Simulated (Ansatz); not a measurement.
**Mn started on a Mg site in rocksalt MgS, 16 atoms, charge +1**

Wanted: the effect of changed settings on energy, forces, pressure and convergence.

All numbers are computed with Ansatz 0.2.0 (PAW, plane waves).

## Step 1: The starting cell

16 atoms (8 S, 7 Mg, 1 Mn); a = 7.328 Å, b = 7.328 Å, c = 7.328 Å, α = 60.00°, β = 60.00°, γ = 60.00°. All atoms were shaken off their sites by about 0.10 Å along each axis. Defect site 1: (0.500, 0.500, 0.500).

## Step 2: Single point with PBEsol

Contents of in.yaml:

```yaml
crystal:
  lattice:
    - [0.000000, 5.181980, 5.181980]
    - [5.181980, 0.000000, 5.181980]
    - [5.181980, 5.181980, 0.000000]
  atoms:
    - { symbol: S, position: [0.756950, 0.259263, 0.246675] }
    - { symbol: S, position: [0.266203, 0.724840, 0.763866] }
    - { symbol: S, position: [0.257627, 0.755054, 0.265321] }
    - { symbol: S, position: [0.761385, 0.246834, 0.766199] }
    - { symbol: S, position: [0.224242, 0.249886, 0.770740] }
    - { symbol: S, position: [0.749990, 0.725356, 0.265278] }
    - { symbol: S, position: [0.268716, 0.246344, 0.248148] }
    - { symbol: S, position: [0.758523, 0.765564, 0.739085] }
    - { symbol: Mg, position: [0.005442, 0.988874, 0.010852] }
    - { symbol: Mg, position: [0.981230, 0.969222, 0.524332] }
    - { symbol: Mg, position: [0.507372, 0.491803, 0.001547] }
    - { symbol: Mg, position: [0.022033, 0.509676, 0.996508] }
    - { symbol: Mg, position: [0.511269, 0.004819, 0.483592] }
    - { symbol: Mg, position: [0.501816, 0.996411, 0.984721] }
    - { symbol: Mg, position: [0.996310, 0.482715, 0.510734] }
    - { symbol: Mn, position: [0.508448, 0.479536, 0.485775] }
kpoints:
  mp_grid: { grid: [2, 2, 2], shift: [0.5, 0.5, 0.5] }
hamiltonian:
  xc: pbesol
total_charge: 1
scf:
  occupations: { method: fermi_dirac, width: 0.01 }
output:
  forces: true
  eigenvalues: true
  populations: true
  charged_corrections: { epsilon: 10 }
```

The run is started by

```
ansatz run in.yaml --threads 8 --pin off --max-ram 13300MiB --runs-dir r --events-out ev --progress --plain
```

## Step 3: Variant: cutoff 300 eV

in.yaml: that of step 2 with these lines changed.

```diff
@@ -24,2 +24,3 @@
   mp_grid: { grid: [2, 2, 2], shift: [0.5, 0.5, 0.5] }
+basis: { ecutwfc: 300 }
 hamiltonian:
@@ -29,2 +30,3 @@
   occupations: { method: fermi_dirac, width: 0.01 }
+  max_iter: 80
 output:
@@ -32,3 +34,2 @@
   eigenvalues: true
-  populations: true
-  charged_corrections: { epsilon: 10 }
+  stress: true
```

## Step 4: Run again with k points 2×2×2 shifted, mixer msr1

in.yaml: that of step 3 with these lines changed.

```diff
@@ -24,3 +24,2 @@
   mp_grid: { grid: [2, 2, 2], shift: [0.5, 0.5, 0.5] }
-basis: { ecutwfc: 300 }
 hamiltonian:
@@ -30,3 +29,4 @@
   occupations: { method: fermi_dirac, width: 0.01 }
-  max_iter: 80
+  max_iter: 70
+  mixing: { algorithm: msr1 }
 output:
```

## Step 5: Run again with occupations Methfessel–Paxton, smearing width 0.1 eV

in.yaml: that of step 4 with these lines changed.

```diff
@@ -28,5 +28,4 @@
 scf:
-  occupations: { method: fermi_dirac, width: 0.01 }
-  max_iter: 70
-  mixing: { algorithm: msr1 }
+  occupations: { method: methfessel_paxton, width: 0.1 }
+  max_iter: 80
 output:
@@ -35 +34,5 @@
   stress: true
+  write_density: true
+  write_potential: true
+  elf: true
+  volumetric_format: npy
```

## Step 6: Variant: starting moment 1 μB

in.yaml: that of step 5 with these lines changed.

```diff
@@ -27,5 +27,8 @@
 total_charge: 1
+magnetization:
+  spin_polarized: true
+  initial_magnetization: 1
 scf:
-  occupations: { method: methfessel_paxton, width: 0.1 }
-  max_iter: 80
+  occupations: { method: fermi_dirac, width: 0.01 }
+  max_iter: 60
 output:
@@ -34,5 +37 @@
   stress: true
-  write_density: true
-  write_potential: true
-  elf: true
-  volumetric_format: npy
```

Q: Predict the outcome of this session. Wanted: for each run, settings; status; energy from base; forces from base.

**Answer**, as computed:

| settings | status | cycles | time | energy from base (meV/atom) | forces from base (eV/Å rms) | filled to empty level on the mesh (eV) |
| --- | --- | --- | --- | --- | --- | --- |
| base | converged | 18 | 3.7 s (8 CPU threads) | 0 | 0 | none |
| cutoff 300 eV | converged, settings too loose | 19 | 2.2 s (8 CPU threads) | +24.5 | 0.004 | - |
| k points 2×2×2 shifted, mixer msr1 | converged | 19 | 3 s (8 CPU threads) | 0.0 | 0.000 | - |
| occupations Methfessel–Paxton, smearing width 0.1 eV | converged | 22 | 4 s (8 CPU threads) | -0.8 | 0.004 | - |
| starting moment 1 μB | converged | 12 | 5.9 s (8 CPU threads) | -130.4 | 0.199 | - |

The base run shows no spacing between filled and empty levels on this coarse mesh with displaced atoms and smearing, so occupations can shift between runs, and part of each change may come from that and not from the setting itself.

**Reading.** Among these variants the forces move most with starting moment 1 μB (0.199 eV/Å rms) and least with k points 2×2×2 shifted, mixer msr1 (0.000).
